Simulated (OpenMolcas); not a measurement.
# Dy²⁺ among point charges: CASSCF levels and susceptibility

Aim: the splitting of the states of Dy²⁺ in the field of 6 point charges, its lowest levels with spin-orbit coupling and its magnetic susceptibility.

The numbers are computed with OpenMolcas 26.06 (state-averaged CASSCF, spin-orbit coupling by RASSI with atomic mean-field integrals), except any that are marked as measured or tabulated.

## Step 1: The atom as given

* Species: Dy²⁺ (dysprosium, Z = 66, 64 electrons)
* Basis: ANO-RCC-VDZP [7s6p4d2f1g], 68 functions
* Scalar Hamiltonian: DKH2, point nucleus
* Inactive shells: 1s 2s 2p 3s 3p 3d 4s 4p 4d 5s 5p
* Active space: 10 electrons in 7 orbitals (4f)
* Some configurations of this space: 4f¹⁰
* Orbitals: optimised for the highest spin of each parity, averaged over all roots

The outer shells:

4f10
```
4f [↑↓][↑↓][↑↓][↑ ][↑ ][↑ ][↑ ]
```

The ion sits among 6 point charges of -2 e arranged as an octahedron (Oh), 2.59 Å from the ion.

Each step is its own input file, run in one work folder so that later steps find the files of earlier ones. Labels, J, g values, rates, χT and fits are worked out afterwards by a script from the matrices that RASSI stores. The input lists half of the charges; inversion (Group=XYZ) makes the rest.

## Step 2: GATEWAY and SEWARD: basis and integrals

File a.inp:

```
&GATEWAY
Coord
1

Dy 0.0 0.0 0.0
Basis=ANO-RCC-VDZP
Group=XYZ
NoMove
AngMom=0.0 0.0 0.0
AMFI
XField
3 Angstrom 0
2.590000 0.000000 0.000000 -2.000000
0.000000 2.590000 0.000000 -2.000000
0.000000 0.000000 2.590000 -2.000000
&SEWARD
```

Run with:

```sh
$ OMP_NUM_THREADS=1 MOLCAS_MEM=2252 MOLCAS_PROJECT=a pymolcas a.inp > a.log
```

## Step 3: CASSCF: quintets of even parity, 35 roots

File a.inp:

```
&RASSCF
FileOrb=start.orb
Symmetry=1
Spin=5
nActEl=10 0 0
Inactive=15 12
Ras2=0 7
CIRoot=35 35 1
SDav=35
CIMx=300
Iter=120 100
PrWF=0.3
OrbListing=Nothing
MaxOrb=0
>>> COPY $Project.JobIph JOB001
```

start.orb holds the contracted functions of the basis, ordered by shell, or the orbitals of the step before.

## Step 4: Reference wave functions, triplets of even parity, 162 roots

File a.inp:

```
&RASSCF
FileOrb=start.orb
Symmetry=1
Spin=3
nActEl=10 0 0
Inactive=15 12
Ras2=0 7
CIRoot=162 162 1
SDav=210
CIMx=300
Iter=120 100
PrWF=0.3
OrbListing=Nothing
MaxOrb=0
CIOnly
>>> COPY $Project.JobIph JOB002
```

## Step 5: CASSCF: singlets of even parity, 162 roots

File a.inp:

```
&RASSCF
FileOrb=start.orb
Symmetry=1
Spin=1
nActEl=10 0 0
Inactive=15 12
Ras2=0 7
CIRoot=162 162 1
SDav=196
CIMx=300
Iter=120 100
PrWF=0.3
OrbListing=Nothing
MaxOrb=0
CIOnly
>>> COPY $Project.JobIph JOB003
```

## Step 6: State interaction with spin-orbit coupling

File a.inp:

```
&RASSI
NrOfJobIphs=3 33 106 31
1 2 3 4 5 6 7 8 9 10 11 12 13 14 15 16 17 18 19 20 21 22 23 24 25 26 27
28 29 30 31 32 33
1 2 3 4 5 6 7 8 9 10 11 12 13 14 15 16 17 18 19 20 21 22 23 24 25 26 27
28 29 30 31 32 33 34 35 36 37 38 39 40 41 42 43 44 45 46 47 48 49 50 51
52 53 54 55 56 57 58 59 60 61 62 63 64 65 66 67 68 69 70 71 72 73 74 75
76 77 78 79 80 81 82 83 84 85 86 87 88 89 90 91 92 93 94 95 96 97 98 99
100 101 102 103 104 105 106
1 2 3 4 5 6 7 8 9 10 11 12 13 14 15 16 17 18 19 20 21 22 23 24 25 26 27
28 29 30 31
IphNames
JOB001
JOB002
JOB003
EJob
SpinOrbit
DIPRint=1.0
SOCoupling=1000.0
Subsets=2
Property=9
'ANGMOM' 1 'ANGMOM' 2 'ANGMOM' 3 'MLTPL  1' 1 'MLTPL  1' 2 'MLTPL  1' 3
'AMFI' 1 'AMFI' 2 'AMFI' 3
SOProperty=3
'ANGMOM' 1 'ANGMOM' 2 'ANGMOM' 3
```

Q: Predict the outcome of this session. Wanted: spin-free ground state; first state of the same spin within the active space; lowest level; next level.

**Answer**, as computed:

```
                                            quantity                                value
                                              method                               CASSCF
                              spin-free ground state  quintet, 6-fold in its orbital part
first state of the same spin within the active space                      5T2 at 185 cm⁻¹
                                        lowest level                               4-fold
                                          next level                             0.1 cm⁻¹
                                         χT at 300 K                      13.91 cm³ K/mol
                           effective moment at 300 K                             10.55 μB
```

In words: The spin-free ground state (quintet) comes to 100 % from free-ion I terms and keeps the highest spin of the shell. The triplets, singlets rest on orbitals optimised for another spin in at least one step, which raises them against the optimised states. Not all states of the active space went into the spin-orbit step. High states of lower spin are left out of the spin-orbit mixing, and CASSCF puts spin-flip levels too high. Point charges carry no covalency, so the field is a model and not that of real ligands.
